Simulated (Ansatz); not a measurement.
# RuSi: the cost of one run

Method: the levels named in each step, in Ansatz 0.2.0.

**1. The structure to begin with**

Bond lengths: Si1–Ru2 2.247 Å.

Coordinates:

```xyz
2

Si    0.0000    0.0000    0.0000
Ru    0.0000    0.0000    2.2474
```

**2. A rough first relaxation, PBE-D4/def2-SVP**

This run stands in another session on the same molecule. It ended at:

```xyz
2

Si    0.0000    0.0000    0.0676
Ru    0.0000    0.0000    2.1799
```

**3. Relaxation, PBE0-D4/def2-TZVPP**

Contents of input.yaml:

```yaml
crystal:
  periodic: [false, false, false]
  atoms:
    - { symbol: Si, position_ang: [0.0, 0.0, 0.06756583] }
    - { symbol: Ru, position_ang: [0.0, 0.0, 2.17986417] }
magnetization:
  spin_polarized: true
  initial_magnetization: 2
basis:
  gaussian: { orbitals: def2-TZVPP }
hamiltonian:
  xc: pbe0
  dispersion: d4
relax:
  f_tol: 0.002
  max_steps: 150
```

Command:

```
$ ansatz run input.yaml --threads 2 --pin off --max-ram 5120MiB --backend cpu --events-out ev --progress --plain --runs-dir out
```

Q: Estimate wall time and peak memory on 2 threads of Intel Xeon 6975P-C (Granite Rapids), shared host.

About 7 s, with a peak of 0.2 GiB.
